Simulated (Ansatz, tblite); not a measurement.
**The cluster ZnSi₆−: rung by rung**

How do method and basis change the picture of the cluster ZnSi₆− (doublet)?

The runs use Ansatz 0.2.0, Gaussian basis; as each input shows.

Levels to be run: GFN1-xTB, GFN2-xTB, PBE-D4/def2-TZVPD, r2SCAN-D4/def2-TZVPD, BLYP-D4/def2-TZVPD, HSE06-D4/def2-TZVPD, HF/STO-3G, CCSD(T)/def2-SVPD, MP2/def2-TZVPD.

3 further runs of the same task are left out: 1 that didn't finish, 2 set aside as unsound or not needed.

### 1 The structure

The geometry is that of the doublet, from an earlier relaxation (PBE-D4/def2-SVPD). At that level it is the lowest of the isomers that a small search found.

7 atoms, charge -1, spin multiplicity 2.

Bond lengths: Zn1–Si2 2.763 Å, Si2–Si5 2.400 Å, Si2–Si6 2.409 Å, Si3–Si5 2.412 Å, Si3–Si6 2.402 Å, Si3–Si7 2.491 Å, Si4–Si5 2.557 Å, Si4–Si6 2.551 Å, Si4–Si7 2.395 Å, Si5–Si7 2.545 Å, Si6–Si7 2.548 Å. Angles: Zn1–Si2–Si5 99.9°, Zn1–Si2–Si6 126.1°, Si5–Si2–Si6 64.5°, Si5–Si3–Si6 64.4°, Si5–Si3–Si7 62.5°, Si6–Si3–Si7 62.7°, Si5–Si4–Si6 60.3°, Si5–Si4–Si7 61.8°, Si6–Si4–Si7 61.9°, Si2–Si5–Si3 106.7°, Si2–Si5–Si4 66.2°, Si2–Si5–Si7 109.5°, Si3–Si5–Si4 105.6°, Si3–Si5–Si7 60.2°, Si4–Si5–Si7 56.0° and more.

Coordinates:

```xyz
7
charge -1, multiplicity 2
Zn   -2.7290   -1.8859   -1.0401
Si    0.0084   -1.5106   -1.0261
Si    2.2529    1.4867   -0.0880
Si   -1.2087   -0.1254    0.9614
Si    0.0969    0.8875   -0.9894
Si    1.2998   -0.5469    0.7646
Si    0.2797    1.6946    1.4175
```

The ion is computed in the gas phase, without counter-ions or solvent.

PBE0-D4/def2-TZVPD was run before; its log isn't repeated, and its numbers join the tables.

### 2 GFN1-xTB

Tight binding, by tblite at 300 K electronic temperature and without a spin-polarisation term:

```python
tblite.interface.Calculator('GFN1-xTB', numbers, positions, charge=-1, uhf=1).singlepoint()
```

Energy -320.9819 eV; 0.012 s.

### 3 GFN2-xTB

Tight binding, by tblite at 300 K electronic temperature and without a spin-polarisation term:

```python
tblite.interface.Calculator('GFN2-xTB', numbers, positions, charge=-1, uhf=1).singlepoint()
```

Energy -289.8514 eV; 0.015 s.

### 4 PBE-D4/def2-TZVPD

start.molden holds the orbitals of an earlier run on this state, given as this run's starting guess.

The input, in.yaml:

```yaml
crystal:
  periodic: [false, false, false]
  atoms:
    - {symbol: Zn, position_ang: [-2.729022, -1.885934, -1.040084]}
    - {symbol: Si, position_ang: [0.008374, -1.510597, -1.026078]}
    - {symbol: Si, position_ang: [2.252935, 1.486663, -0.088008]}
    - {symbol: Si, position_ang: [-1.208706, -0.125360, 0.961390]}
    - {symbol: Si, position_ang: [0.096883, 0.887547, -0.989357]}
    - {symbol: Si, position_ang: [1.299793, -0.546941, 0.764602]}
    - {symbol: Si, position_ang: [0.279733, 1.694622, 1.417545]}
basis:
  gaussian: {orbitals: def2-TZVPD, initial_orbitals: start.molden}
total_charge: -1
magnetization: {spin_polarized: true, initial_magnetization: 1}
hamiltonian: {xc: pbe, dispersion: d4}
scf: {omitted_lower_state_checks: [starts]}
output: {forces: true, orbitals: {seedname: orbitals}}
```

Started as:

```sh
$ ansatz run in.yaml --threads 4 --pin off --events-out ev --progress --plain --max-ram 4787MiB
```

Further steps of the session: r2SCAN-D4/def2-TZVPD; BLYP-D4/def2-TZVPD; HSE06-D4/def2-TZVPD; HF/STO-3G; CCSD(T)/def2-SVPD; MP2/def2-TZVPD.

Before running them: what should the planned runs give, taken together? Wanted: gap in def2-TZVPD, named functionals, smallest and largest; correlation energy, CCSD(T)/def2-SVPD; correlation energy, MP2/def2-TZVPD; ⟨S²⟩ in def2-TZVPD, named functionals, smallest and largest.

**Answer**, as computed:

| quantity | value |
| --- | --- |
| gap in def2-TZVPD, named functionals, smallest and largest | 0.40 eV (BLYP-D4), 1.72 eV (PBE0-D4) |
| correlation energy, CCSD(T)/def2-SVPD | -26.66 eV |
| correlation energy, MP2/def2-TZVPD | -31.21 eV |
| ⟨S²⟩ in def2-TZVPD, named functionals, smallest and largest | 0.755, 0.770 |

What this shows: Over the named functionals in def2-TZVPD the gap runs from 0.40 eV (BLYP-D4) to 1.72 eV (PBE0-D4); exact exchange widens it. Over the named functionals in def2-TZVPD spin contamination reaches 0.02 (r2SCAN-D4), which is small. Notes on CCSD(T)/def2-SVPD: spin contamination.

The anion's highest level is positive in at least one run, so there the basis alone may hold the extra electron.
